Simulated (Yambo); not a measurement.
# HfC (Fm-3m) in Yambo: further runs, part 3 of 3

Yambo 5.3.0.

### 4 G0W0 quasiparticle levels, PBEsol

Contents of g0w04.in:

```
gw0
dyson
el_el_corr
rim_cut
HF_and_locXC
mpa
em1d
RandQpts= 1000000
RandGvec= 50 RL
EXXRLvcs= 82 Ry
VXCRLvcs= 82 Ry
Chimod= "HARTREE"
% BndsRnXm
 1 | 68 |
%
NGsBlkXm= 12 Ry
% LongDrXm
 1 | 1 | 1 |
%
EnSampXm= "2l"
EnGridXm= "lP"
% EnRngeXm
 0 | 60 | eV
%
% ImRngeXm
 1.0 | 27.21138 | eV
%
% DmRngeXm
 0.001 | 0.1 | eV
%
ETStpsXm= 12
% GbndRnge
 1 | 68 |
%
GTermKind= "BG"
DysSolver= "n"
ExtendOut
% QPkrange
 1 | 1 | 4 | 11 |
 7 | 7 | 4 | 11 |
 8 | 8 | 4 | 11 |
%
```

Contents of scf.in:

```
&CONTROL
  calculation = 'scf'
  prefix = 'pwscf'
  outdir = './tmp'
  pseudo_dir = './pseudo'
/
&SYSTEM
  ibrav = 0
  nat = 2
  ntyp = 2
  ecutwfc = 82
  nbnd = 14
  occupations = 'smearing'
  smearing = 'fd'
  degauss = 0.00367493
  force_symmorphic = .true.
/
&ELECTRONS
  conv_thr = 4d-10
  electron_maxstep = 120
  mixing_beta = 0.5
/
ATOMIC_SPECIES
Hf   178.4900 Hf.upf
C     12.0110 C.upf
CELL_PARAMETERS angstrom
   0.0000000000    2.3250000000    2.3250000000
   2.3250000000    0.0000000000    2.3250000000
   2.3250000000    2.3250000000    0.0000000000
ATOMIC_POSITIONS crystal
Hf     0.5000000000    0.5000000000    0.5000000000
C      0.0000000000    0.0000000000    0.0000000000
K_POINTS automatic
10 10 10 0 0 0
```

Contents of nscf.in:

```
&CONTROL
  calculation = 'nscf'
  prefix = 'pwscf'
  outdir = './tmp'
  pseudo_dir = './pseudo'
/
&SYSTEM
  ibrav = 0
  nat = 2
  ntyp = 2
  ecutwfc = 82
  nbnd = 68
  occupations = 'smearing'
  smearing = 'fd'
  degauss = 0.00367493
  force_symmorphic = .true.
/
&ELECTRONS
  conv_thr = 1d-08
  diago_full_acc = .true.
  diago_thr_init = 1d-06
/
ATOMIC_SPECIES
Hf   178.4900 Hf.upf
C     12.0110 C.upf
CELL_PARAMETERS angstrom
   0.0000000000    2.3250000000    2.3250000000
   2.3250000000    0.0000000000    2.3250000000
   2.3250000000    2.3250000000    0.0000000000
ATOMIC_POSITIONS crystal
Hf     0.5000000000    0.5000000000    0.5000000000
C      0.0000000000    0.0000000000    0.0000000000
K_POINTS automatic
4 4 4 0 0 0
```

Potentials or basis: PseudoDojo 0.4.1 SR PBEsol standard.

The run is started by

```console
$ OMP_NUM_THREADS=1 pw.x -in scf.in > scf.out
$ OMP_NUM_THREADS=1 pw.x -in nscf.in > nscf.out
$ cd tmp/pwscf.save; p2y; mv SAVE ../..; cd ../..
$ OMP_NUM_THREADS=1 yambo
$ mkdir -p g0w04; ln -s $PWD/g0w00/ndb.RIM g0w04/
$ OMP_NUM_THREADS=1 yambo -F g0w04.in -J g0w04 -C g0w04_out
```

Yambo's report:

```text
[... sections 02.01 to 02.04 as in the set-up run ...]

[... 5 lines left out ...]
  [X] Bosonic    Temperature                        :  0.258606E-1   300.100    [eV K]
  [X] Finite Temperature mode                       : yes
  [X] El. density                                   :  0.63653E+24 [cm-3]
  [X] Fermi Level                                   :  15.03356 [eV]

  [X] === Gaps and Widths ===
  [X] Conduction Band Min                           :  15.03356 [eV]
  [X] Valence Band Max                              :  15.03356 [eV]
  [X] Filled Bands                                  :   5
  [X] Metallic Bands                                :   6   9
  [X] Empty Bands                                   :   10   68

  [X] === Metallic Characters ===
  [X] N of el / N of met el                         :  16.00000   5.25051
  [X] Average metallic occ.                         :  0.328157

  [WARNING] [X] Metallic system

[... 257 lines left out ...]
   GW approximation                                 : MPA
   MPA number of poles                              :  0.000000
   RIM G`s                                          :   51
   RIM random pts                                   :  1000000
   dS/dw steps                                      :  2
   dS/dw step                                       :  0.100000 ev
   X G`s                                            :  137 used
   X G`s                                            :  137 disk
   X bands                                          :    1   68
   X poles                                          :  100.0000 o/o
   X e/h E range                                    : -1.000000 -1.000000 ev
   X Hxc Kernel                                     : HARTREE
   X damping range                                  :  0.100000E-2  0.100000    ev
   X Steps                                          :  12
   X BZ energy Double Grid                          : no
   X Optical Averaged directions                    : none
   Sc/G bands                                       :    1   68
   Sc/G damping                                     :  0.100000 ev
   Sc bands terminator                              : yes
   Sc terminator kind                               : BG
   Sc Terminator pole                               :  40.81708
   Sx RL components                                 :  2133

   QP @ state[ 1 ] K range                          :  1  1
   QP @ state[ 1 ] b range                          :   4  11
   QP @ state[ 2 ] K range                          :   7   8
   QP @ state[ 2 ] b range                          :   4  11
   GF energies kind                                 : Perdew, Burke & Ernzerhof SOL(X)+Perdew, Burke & Ernzerhof SOL(C)
   GF WF`s kind                                     : Perdew, Burke & Ernzerhof SOL(X)+Perdew, Burke & Ernzerhof SOL(C)
   Xs energies kind                                 : Perdew, Burke & Ernzerhof SOL(X)+Perdew, Burke & Ernzerhof SOL(C)
   Xs WF`s kind                                     : Perdew, Burke & Ernzerhof SOL(X)+Perdew, Burke & Ernzerhof SOL(C)
```

Wall time 8.3 min (1 thread of Arm Neoverse V2, shared host); peak memory 0.31 GiB.

What came out:

```
Band gap on the k mesh, mean-field level : none (metal or under the smearing width)
```

Quasiparticle terms (eV):
```tsv
k point	band	Kohn-Sham level	Vxc	Σx	Σc	Z	result
(0.000, 0.000, 0.000)	4	-29.24	-20.10	-28.44	6.89	0.63	-30.17
(0.000, 0.000, 0.000)	5	-12.06	-13.33	-21.14	7.89	0.62	-11.56
(0.000, 0.000, 0.000)	6	1.28	-14.72	-12.90	-1.80	0.71	1.29
(0.000, 0.000, 0.000)	7	1.28	-14.72	-12.90	-1.80	0.71	1.29
(0.000, 0.000, 0.000)	8	1.28	-14.72	-12.90	-1.80	0.71	1.29
(0.000, 0.000, 0.000)	9	1.59	-13.60	-8.72	-4.31	0.74	2.01
(0.000, 0.000, 0.000)	10	1.59	-13.60	-8.72	-4.31	0.74	2.01
(0.000, 0.000, 0.000)	11	1.59	-13.60	-8.72	-4.31	0.74	2.01
(0.000, -0.500, -0.500)	4	-29.48	-19.92	-28.39	7.01	0.65	-30.43
(0.000, -0.500, -0.500)	5	-10.14	-14.21	-21.34	7.02	0.07	-9.26
(0.000, -0.500, -0.500)	6	-2.36	-13.71	-17.02	3.01	0.68	-2.56
(0.000, -0.500, -0.500)	7	-1.58	-12.39	-12.13	0.04	0.69	-1.37
(0.000, -0.500, -0.500)	8	0.16	-14.46	-13.28	-1.24	0.70	0.12
(0.000, -0.500, -0.500)	9	0.16	-14.46	-13.28	-1.24	0.70	0.12
(0.000, -0.500, -0.500)	10	5.54	-15.88	-9.99	-4.99	0.67	6.13
(0.000, -0.500, -0.500)	11	6.97	-15.87	-8.66	-6.42	0.70	7.48
(0.250, -0.500, -0.250)	4	-29.49	-19.90	-28.38	7.14	0.61	-30.31
(0.250, -0.500, -0.250)	5	-9.38	-14.52	-21.38	6.39	0.53	-9.64
(0.250, -0.500, -0.250)	6	-2.77	-13.88	-16.32	2.52	0.65	-2.72
(0.250, -0.500, -0.250)	7	-2.49	-13.40	-16.07	2.56	0.65	-2.56
```

Caveat: the k mesh is coarse (spacing up to 0.59 Å⁻¹), so the values aren't converged; the screening block or the number of bands is too small for a converged GW gap; the ground state has no gap, which makes the many-body step unreliable; this version prints the column dSc/dw multiplied by 27.2.

### 5 Optical spectrum, PBE

Contents of optics0.in:

```
optics
chi
Chimod= "IP"
% BndsRnXd
 1 | 38 |
%
% LongDrXd
 0 | 0 | 1 |
%
% QpntsRXd
 1 | 1 |
%
% EnRngeXd
 0 | 20 | eV
%
% DmRngeXd
 0.05 | 0.05 | eV
%
ETStpsXd= 300
```

scf.in: that of step 4 with these lines changed.

```diff
@@ -29,6 +29,6 @@
    2.3250000000    2.3250000000    0.0000000000
-ATOMIC_POSITIONS crystal
-Hf     0.5000000000    0.5000000000    0.5000000000
+ATOMIC_POSITIONS angstrom
+Hf     2.3250000000    2.3250000000    2.3250000000
 C      0.0000000000    0.0000000000    0.0000000000
 K_POINTS automatic
-10 10 10 0 0 0
+20 20 20 0 0 0
```

nscf.in: that of step 4 with these lines changed.

```diff
@@ -11,3 +11,3 @@
   ecutwfc = 82
-  nbnd = 68
+  nbnd = 38
   occupations = 'smearing'
@@ -29,6 +29,6 @@
    2.3250000000    2.3250000000    0.0000000000
-ATOMIC_POSITIONS crystal
-Hf     0.5000000000    0.5000000000    0.5000000000
+ATOMIC_POSITIONS angstrom
+Hf     2.3250000000    2.3250000000    2.3250000000
 C      0.0000000000    0.0000000000    0.0000000000
 K_POINTS automatic
-4 4 4 0 0 0
+20 20 20 0 0 0
```

Potentials or basis: PseudoDojo 0.4.1 SR PBE standard.

The run is started by

```console
$ OMP_NUM_THREADS=1 pw.x -in scf.in > scf.out
$ OMP_NUM_THREADS=1 pw.x -in nscf.in > nscf.out
$ cd tmp/pwscf.save; p2y; mv SAVE ../..; cd ../..
$ OMP_NUM_THREADS=1 yambo
$ OMP_NUM_THREADS=1 yambo -F optics0.in -J optics0 -C optics0_out
```

Yambo's report:

```text
[... sections 02.01 to 02.04 as in the set-up run ...]

[... 5 lines left out ...]
  [X] Bosonic    Temperature                        :  0.258606E-1   300.100    [eV K]
  [X] Finite Temperature mode                       : yes
  [X] El. density                                   :  0.63653E+24 [cm-3]
  [X] Fermi Level                                   :  15.41026 [eV]

  [X] === Gaps and Widths ===
  [X] Conduction Band Min                           :  15.41026 [eV]
  [X] Valence Band Max                              :  15.41026 [eV]
  [X] Filled Bands                                  :   5
  [X] Metallic Bands                                :   6   9
  [X] Empty Bands                                   :   10   38

  [X] === Metallic Characters ===
  [X] N of el / N of met el                         :  16.00000   5.95372
  [X] Average metallic occ.                         :  0.372107

  [WARNING] [X] Metallic system

 [03] Transferred momenta grid and indexing
 ==========================================

 IBZ Q-points                                      :  256
 BZ  Q-points                                      :   8000

 K/Q-points units:
 rlu = crystal or reduced units; cc = cartesian coordinates; iku = interal k-units

 Q [  1]        [rlu]:  0.000000  0.000000  0.000000
 Q [  2]        [rlu]: -0.39336E-18 -0.39336E-18  0.50000E-01
 Q [  3]        [rlu]: -0.78672E-18 -0.78672E-18  0.10000
 Q [  4]        [rlu]:  0.15598E-17  0.15598E-17  0.15000
 Q [  5]        [rlu]:  0.39573E-17  0.39573E-17  0.20000
 Q [  6]        [rlu]: -0.20044E-16 -0.20044E-16  0.25000
[... 42 lines left out ...]
 Q [ 49]        [rlu]:  0.79537E-17  0.15000      0.20000
 Q [ 50]        [rlu]:  0.61522E-17  0.15000      0.25000

 Remaining 206 points informations can be written running with -fatlog

 [04] Dipoles
 ============

  [04.01] Setup: observables and procedures
  =========================================

  [WF-Oscillators/G space/Transverse up loader] Normalization (few states)  min/max  :  0.10971E-16   1.0000

  [WR./optics0//ndb.dipoles]------------------------------------------------------
   Brillouin Zone Q/K grids (IBZ/BZ)                :    256   8000    256   8000
   RL vectors                                       :  2733 [WF]
   Fragmentation                                    : yes
   Electronic Temperature                           :  300.1000 [K]
   Bosonic    Temperature                           :  300.1000 [K]
   DIP band range                                   :    1   38
   DIP band range limits                            :   9   6
   DIP e/h energy range                             : -1.000000 -1.000000 [eV]
   RL vectors in the sum                            :  2733
   [r,Vnl] included                                 : yes
   Bands ordered                                    : yes
   Direct v evaluation                              : no
   Approach used                                    : G-space v
   Dipoles computed                                 : R V P [G-space]
   Wavefunctions                                    : Perdew, Burke & Ernzerhof(X)+Perdew, Burke & Ernzerhof(C)

  [WARNING] [r,Vnl^pseudo] included in position and velocity dipoles.

  [WARNING] In case H contains other non local terms, these are neglected

 [05] Optics
 ===========

 [X-CG] R(p) Tot o/o(of R):    50404  1942562      100

 [WARNING] The system is a metal but Drude term not included.
```

r_setup:

```text
[02] CORE Variables Setup
 =========================

  [02.01] Unit cells
  ==================

  Cell kind             :  FCC
  Atoms in the cell     :  Hf  C
  number of Hf atoms    :  1
  number of C  atoms    :  1

[... 611 lines left out ...]
  [03.01] X indexes
  =================

   [03.01.01] Sigma indexes
   ========================

   [WR./SAVE//ndb.kindx]-----------------------------------------------------------
    Fragmentation                                    : no
    Polarization last K ( bz)                        :   8000
    Polarization last K (ibz)                        :  256
    QP states                                        :    1  256
    X grid is uniform                                : yes
    Grids (string)                                   :  X S
    Grids (int-vector)                               :  1  0  0  1
```

It took 3.2 min on 1 thread of AMD EPYC 7R43 (Zen 3), shared host; peak memory 0.48 GiB.

Results:

| Property | Result |
| --- | --- |
| Band gap on the k mesh, mean-field level | none (metal or under the smearing width) |

Dielectric function (along the field direction of the input):
| energy (eV) | real part | imaginary part |
| --- | --- | --- |
| 0.27 | 39.47 | 37.60 |
| 0.74 | 2.53 | 40.61 |
| 1.27 | 12.82 | 23.35 |
| 1.74 | 7.84 | 9.49 |
| 2.27 | 5.00 | 11.14 |
| 2.74 | 7.38 | 13.40 |
| 3.28 | 3.20 | 8.33 |
| 3.75 | 4.12 | 9.71 |
| 4.28 | 3.72 | 8.58 |
| 4.82 | 3.90 | 9.44 |
| 5.28 | 3.34 | 9.42 |
| 5.82 | 3.13 | 8.58 |
| 6.29 | 1.92 | 5.33 |
| 6.82 | 1.32 | 8.12 |
| 7.29 | 1.74 | 8.80 |
| 7.83 | 0.24 | 6.30 |
| 8.36 | 0.35 | 5.72 |
| 8.83 | -0.99 | 7.70 |
| 9.36 | -0.58 | 5.46 |
| 9.83 | -0.06 | 4.94 |
| 10.37 | -0.67 | 6.35 |
| 10.84 | -1.24 | 4.88 |
| 11.37 | -2.77 | 5.12 |
| 11.84 | -2.61 | 3.82 |
| 12.37 | -2.49 | 2.03 |
| 12.91 | -1.99 | 1.67 |
| 13.38 | -1.12 | 1.65 |
| 13.91 | -1.13 | 1.36 |
| 14.38 | -0.92 | 1.31 |
| 14.92 | -0.76 | 1.03 |
| 15.38 | -0.47 | 1.05 |
| 15.92 | -0.31 | 1.03 |
| 16.45 | -0.33 | 1.25 |
| 16.92 | 0.04 | 1.19 |
| 17.46 | -0.63 | 1.19 |
| 17.93 | -0.38 | 0.89 |
| 18.46 | -0.41 | 0.77 |
| 18.93 | -0.20 | 0.66 |
| 19.46 | -0.23 | 0.60 |
| 20.00 | -0.02 | 0.38 |

Caveat: the intraband (Drude) term of the metal is left out; the ground state has no gap, which makes the many-body step unreliable; independent-particle spectra lack excitons. The run has no spin-orbit coupling, so splittings on Hf are missing.

### 6 Optical spectrum, PBE

Contents of optics1.in:

```
optics
chi
Chimod= "HARTREE"
% BndsRnXd
 1 | 38 |
%
NGsBlkXd= 2 Ry
% LongDrXd
 0 | 0 | 1 |
%
% QpntsRXd
 1 | 1 |
%
% EnRngeXd
 0 | 10 | eV
%
% DmRngeXd
 0.1 | 0.1 | eV
%
ETStpsXd= 300
```

scf.in is that of step 5.

nscf.in is that of step 5.

Potentials or basis: PseudoDojo 0.4.1 SR PBE standard.

The run is started by

```console
$ OMP_NUM_THREADS=1 pw.x -in scf.in > scf.out
$ OMP_NUM_THREADS=1 pw.x -in nscf.in > nscf.out
$ cd tmp/pwscf.save; p2y; mv SAVE ../..; cd ../..
$ OMP_NUM_THREADS=1 yambo
$ OMP_NUM_THREADS=1 yambo -F optics1.in -J optics1 -C optics1_out
```

Yambo's report:

```text
[... sections 02.01 to 02.04 as in the set-up run ...]

[... 5 lines left out ...]
  [X] Bosonic    Temperature                        :  0.258606E-1   300.100    [eV K]
  [X] Finite Temperature mode                       : yes
  [X] El. density                                   :  0.63653E+24 [cm-3]
  [X] Fermi Level                                   :  15.41026 [eV]

  [X] === Gaps and Widths ===
  [X] Conduction Band Min                           :  15.41026 [eV]
  [X] Valence Band Max                              :  15.41026 [eV]
  [X] Filled Bands                                  :   5
  [X] Metallic Bands                                :   6   9
  [X] Empty Bands                                   :   10   38

  [X] === Metallic Characters ===
  [X] N of el / N of met el                         :  16.00000   5.95372
  [X] Average metallic occ.                         :  0.372107

  [WARNING] [X] Metallic system

 [03] Transferred momenta grid and indexing
 ==========================================

 IBZ Q-points                                      :  256
 BZ  Q-points                                      :   8000

 K/Q-points units:
 rlu = crystal or reduced units; cc = cartesian coordinates; iku = interal k-units

 Q [  1]        [rlu]:  0.000000  0.000000  0.000000
 Q [  2]        [rlu]: -0.39336E-18 -0.39336E-18  0.50000E-01
 Q [  3]        [rlu]: -0.78672E-18 -0.78672E-18  0.10000
 Q [  4]        [rlu]:  0.15598E-17  0.15598E-17  0.15000
 Q [  5]        [rlu]:  0.39573E-17  0.39573E-17  0.20000
 Q [  6]        [rlu]: -0.20044E-16 -0.20044E-16  0.25000
[... 42 lines left out ...]
 Q [ 49]        [rlu]:  0.79537E-17  0.15000      0.20000
 Q [ 50]        [rlu]:  0.61522E-17  0.15000      0.25000

 Remaining 206 points informations can be written running with -fatlog

 [04] Dipoles
 ============

  [04.01] Setup: observables and procedures
  =========================================

  [WF-Oscillators/G space/Transverse up loader] Normalization (few states)  min/max  :  0.10971E-16   1.0000

  [WR./optics1//ndb.dipoles]------------------------------------------------------
   Brillouin Zone Q/K grids (IBZ/BZ)                :    256   8000    256   8000
   RL vectors                                       :  2733 [WF]
   Fragmentation                                    : yes
   Electronic Temperature                           :  300.1000 [K]
   Bosonic    Temperature                           :  300.1000 [K]
   DIP band range                                   :    1   38
   DIP band range limits                            :   9   6
   DIP e/h energy range                             : -1.000000 -1.000000 [eV]
   RL vectors in the sum                            :  2733
   [r,Vnl] included                                 : yes
   Bands ordered                                    : yes
   Direct v evaluation                              : no
   Approach used                                    : G-space v
   Dipoles computed                                 : R V P [G-space]
   Wavefunctions                                    : Perdew, Burke & Ernzerhof(X)+Perdew, Burke & Ernzerhof(C)

  [WARNING] [r,Vnl^pseudo] included in position and velocity dipoles.

  [WARNING] In case H contains other non local terms, these are neglected

 [05] Optics
 ===========

 [X-CG] R(p) Tot o/o(of R):    50404  1942562      100

 [WARNING] The system is a metal but Drude term not included.
```

It took 3.4 min on 1 thread of AMD EPYC 7R43 (Zen 3), shared host; peak memory 1.6 GiB.

What came out:

```yaml
Band_gap_on_the_k_mesh_mean-field_level: none (metal or under the smearing width)
```

Dielectric function (along the field direction of the input):
```
energy (eV)  real part  imaginary part
       0.27      42.63           30.53
       0.77      12.46           33.40
       1.27      12.60           20.47
       1.77       9.47           13.12
       2.31       5.02           12.24
       2.81       5.22           13.45
       3.31       4.63            8.21
       3.85       3.69            9.59
       4.35       3.71            8.37
       4.85       3.58            9.48
       5.38       3.50            8.27
       5.89       1.57            8.80
       6.39       2.94            7.14
       6.92       1.35            7.46
       7.42       0.29            8.49
       7.93      -0.03            6.54
       8.46       0.73            5.92
       8.96      -1.06            6.85
       9.46      -0.74            5.55
      10.00      -1.36            5.83
```

Caveat: the intraband (Drude) term of the metal is left out; the ground state has no gap, which makes the many-body step unreliable; these spectra lack excitons. The run has no spin-orbit coupling, so splittings on Hf are missing.

### 7 Overview

| task | level | potentials or basis | k mesh | k mesh of the self-consistent run | random integration of the Coulomb term | direction of the field or of q to 0 | states corrected | bands in the response | mesh quality | gap on the mesh (eV) |
| --- | --- | --- | --- | --- | --- | --- | --- | --- | --- | --- |
| COHSEX levels | PBEsol | PseudoDojo 0.4.1 SR PBEsol standard | 4 × 4 × 4 | 10 × 10 × 10 | yes | x + y + z | all k points | 68 | coarse | - |
| GW quasiparticle levels | PBEsol | PseudoDojo 0.4.1 SR PBEsol standard | 4 × 4 × 4 | 10 × 10 × 10 | yes | x + y + z | all k points | 68 | coarse | - |
| G0W0 quasiparticle levels | PBEsol | PseudoDojo 0.4.1 SR PBEsol standard | 4 × 4 × 4 | 10 × 10 × 10 | yes | x + y + z | Γ and the k points of the band edges | 68 | coarse | none |
| optical spectrum | PBE | PseudoDojo 0.4.1 SR PBE standard | 20 × 20 × 20 | 20 × 20 × 20 | - | z | - | 38 | not flagged | none |

Alike in all rows: no spin polarisation; cell as given; cutoff (eV) 1116; smearing fermi-dirac 0.05 eV.

Caveats: some runs use coarse meshes; the ground state has no gap, which makes the many-body step unreliable; the screening block or the number of bands is too small for a converged GW gap (some runs); this version prints the column dSc/dw multiplied by 27.2 (some runs); single COHSEX levels of this version can be off by tenths of an eV when symmetry is used (some runs); gaps are hit less (some runs); the plasmon-pole model is rough for a metal (some runs); between passes the levels were reset to the linearisation about the Kohn-Sham level, since this version mixes two points of expansion (some runs).

Total energies depend on the potentials used, so only differences within one code and one set of settings carry meaning.
